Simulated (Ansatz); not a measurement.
I need a scan of the energy under strain of HfB, space group Fm-3m. Use Ansatz 0.2.0, Python API. Use (first run): PBE, PAW, cutoff 476 eV, 13×13×13 k-points, Methfessel-Paxton smearing of 0.15 eV.

```
CELL_PARAMETERS angstrom
0.00000 2.31000 2.31000
2.31000 0.00000 2.31000
2.31000 2.31000 0.00000
ATOMIC_POSITIONS crystal
Hf 0.50000 0.50000 0.50000
B 0.00000 0.00000 0.00000
```

`strain_hfb.py`
```python
'''Energy of HfB under uniaxial strain, ions carried with the cell.'''

import ansatz as az
import numpy as np

VECTORS = np.array([
    [0.0, 2.31, 2.31],
    [2.31, 0.0, 2.31],
    [2.31, 2.31, 0.0],
])
SITES = [
    ('Hf', (0.5, 0.5, 0.5)),
    ('B', (0.0, 0.0, 0.0)),
]


def make_crystal(cell):
    crystal = az.Crystal(lattice=az.Lattice.of(cell))
    for symbol, position in SITES:
        crystal = crystal.atom(symbol, position)
    return crystal

# clamped ions: the fractional positions stay as typed
values = np.linspace(-0.02, 0.02, 5)
energies = []
for d in values:
    strain = np.diag([0, 0, d])
    cell = VECTORS @ (np.eye(3) + strain)
    base = (
        make_crystal(cell).calculation()
        .functional('PBE')
        .basis(35 * az.Ry)
        .occupations('methfessel_paxton', width=0.15)  # smearing steadies the SCF of a metal
        .kpoints(13, 13, 13)
    )
    rep = base.run().report
    energies.append(rep['free_energy_ev'] / len(SITES))
    print(f'd = {d:+.4f}  F = {energies[-1]:.5f} eV/atom')
energies = np.array(energies)

for value, e in zip(values, energies):
    print(f'strain {value:7.3f}   E - Emin = {1000 * (e - energies.min()):9.3f} meV/atom')
np.savetxt('strain.csv', np.column_stack([values, energies]), fmt='%.6f', delimiter=',', header='strain,energy_eV_per_atom')
curvature = 2 * np.polyfit(values, energies, 3)[1]
volume = abs(np.linalg.det(VECTORS)) / len(SITES)
print(f'd2E/dd2 over the volume: {curvature / volume * 160.21766:.1f} GPa')
```

Output of `python strain_hfb.py`:
```text
d = -0.0200  F = -7938.85063 eV/atom
d = -0.0100  F = -7938.88109 eV/atom
d = +0.0000  F = -7938.90634 eV/atom
d = +0.0100  F = -7938.92682 eV/atom
d = +0.0200  F = -7938.94288 eV/atom
strain  -0.020   E - Emin =    92.253 meV/atom
strain  -0.010   E - Emin =    61.797 meV/atom
strain   0.000   E - Emin =    36.541 meV/atom
strain   0.010   E - Emin =    16.068 meV/atom
strain   0.020   E - Emin =     0.000 meV/atom
d2E/dd2 over the volume: 623.2 GPa
```

It writes `strain.csv`:
```csv
# strain,energy_eV_per_atom
-0.020000,-7938.850631
-0.010000,-7938.881088
0.000000,-7938.906343
0.010000,-7938.926816
0.020000,-7938.942884
```

Against the unstrained cell the energy per atom changes by +55.71 meV at one end of the scan and -36.54 meV at the other, and its second derivative over the volume is 623.2 GPa. The lowest row is an end of the scan, as the cell stands under stress.

Reading the output:
- Absolute energies stand on the zero of these potentials, so only differences at equal settings mean something.
- The curvature belongs to this strain pattern and to the cell's stress; it equals a single elastic constant only for simple patterns.
- In a metal a curvature from energy changes of a few meV or less hangs on mesh and smearing, in size and even in sign.
- Spin-orbit coupling, which matters for elements this heavy, is left out.
- The starting cell is as deposited in a crystallographic database; the results hold for this polymorph, which needn't be the stable one.
- The ions keep their fractional positions (clamped ions).
- The whole script took 20 s on 1 thread of Arm Neoverse V1, with other jobs on the host, peak memory 0.44 GiB.
